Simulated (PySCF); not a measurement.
# SBr at other levels of theory

What do other methods print for SBr?

The runs use PySCF 2.14.0; each script names its method and basis.

1 further run of the same task is left out (it didn't finish).

### Step 1. The system as given

SBr: 2 atoms, charge 0, spin multiplicity 2.

Bond lengths: S1–Br2 2.415 Å.

### Step 2. The base run

input.py reads:

```python
from pyscf import gto, scf, mcscf, mrpt

mol = gto.M(
    atom='S 0 0 0; Br 0 0 2.415',
    basis='pcseg-1',
    charge=0,
    spin=1,
    verbose=4,
)
mf = scf.ROHF(mol)
mf = mf.density_fit(auxbasis='def2-universal-jkfit')
mf.kernel()
mc = mcscf.CASSCF(mf, 2, 1)
mc.kernel()
mc.analyze()
mrpt.NEVPT(mc).kernel()
mf.dip_moment()
print('orbital energies (hartree):', mf.mo_energy[..., max(0, mol.nelec[1]-3):mol.nelec[0]+3].round(4))
```

On the command line:

```console
$ OMP_NUM_THREADS=1 python input.py
```

### Step 3. Population analysis

Variant 1 changes step after the SCF: nevpt2 → analyze.

input.py reads:

```python
from pyscf import gto, scf

mol = gto.M(
    atom='S 0 0 0; Br 0 0 2.415',
    basis='pcseg-1',
    charge=0,
    spin=1,
    verbose=4,
)
mf = scf.ROHF(mol)
mf = mf.density_fit(auxbasis='def2-universal-jkfit')
mf.kernel()
mf.analyze()
print('orbital energies (hartree):', mf.mo_energy[..., max(0, mol.nelec[1]-3):mol.nelec[0]+3].round(4))
```

### Step 4. Geometry optimisation

Variant 2 changes step after the SCF: nevpt2 → optimize.

input.py reads:

```python
from pyscf import gto, scf
from pyscf.geomopt.geometric_solver import optimize

mol = gto.M(
    atom='S 0 0 0; Br 0 0 2.415',
    basis='pcseg-1',
    charge=0,
    spin=1,
    verbose=4,
)
mf = scf.ROHF(mol)
mf = mf.density_fit(auxbasis='def2-universal-jkfit')
mf.kernel()
mol_eq = optimize(mf, maxsteps=30)
print('optimised geometry (angstrom)')
print(mol_eq.tostring('raw'))
print('orbital energies (hartree):', mf.mo_energy[..., max(0, mol.nelec[1]-3):mol.nelec[0]+3].round(4))
```

### Step 5. RHF

Variant 3 changes SCF type: ROHF → RHF.

input.py, as its differences from that of step 2:

```diff
@@ -9,3 +9,3 @@
 )
-mf = scf.ROHF(mol)
+mf = scf.RHF(mol)
 mf = mf.density_fit(auxbasis='def2-universal-jkfit')
```

### Step 6. Polarisability (UHF)

Variant 4 changes step after the SCF: nevpt2 → polarizability; SCF type: ROHF → UHF.

input.py reads:

```python
from pyscf import gto, scf
from pyscf.prop.polarizability import uhf as pol

mol = gto.M(
    atom='S 0 0 0; Br 0 0 2.415',
    basis='pcseg-1',
    charge=0,
    spin=1,
    verbose=4,
)
mf = scf.UHF(mol)
mf = mf.density_fit(auxbasis='def2-universal-jkfit')
mf.kernel()
print('polarizability (a.u.)')
print(pol.Polarizability(mf).polarizability().round(4))
mf.dip_moment()
print('orbital energies (hartree):', [e[max(0, n-3):n+3].round(4) for e, n in zip(mf.mo_energy, mol.nelec)])
```

What does the calculation give? Wanted: for each run, E(SCF); from base; gap, α spin; SCF dipole; after the SCF.

**Answer**, as computed:

```
                  run  E(SCF) (hartree)  from base (eV)  cycles  gap, α spin (eV)  SCF dipole (D)                                                                 after the SCF
                 base      -2969.539301               0      10               n/a            0.97  NEVPT2 correlation -6.508 eV (from the SCF energy, the CASSCF gain included)
  population analysis      -2969.539301          0.0000      10               n/a            0.97                                                                           n/a
geometry optimisation      -2969.539301          0.0000      10               n/a             n/a                                                       bond 2.174 Å, -0.365 eV
                  RHF      -2969.539301          0.0000      10               n/a            0.97  NEVPT2 correlation -6.508 eV (from the SCF energy, the CASSCF gain included)
 polarisability (UHF)      -2969.544933         -0.1533      18             10.52            0.84                                                                           n/a
```

SCF columns refer to the geometry typed in the script.

No change of the SCF energy comes from RHF. The dearest run is “geometry optimisation”, at 3.4 s against 0.86 s.
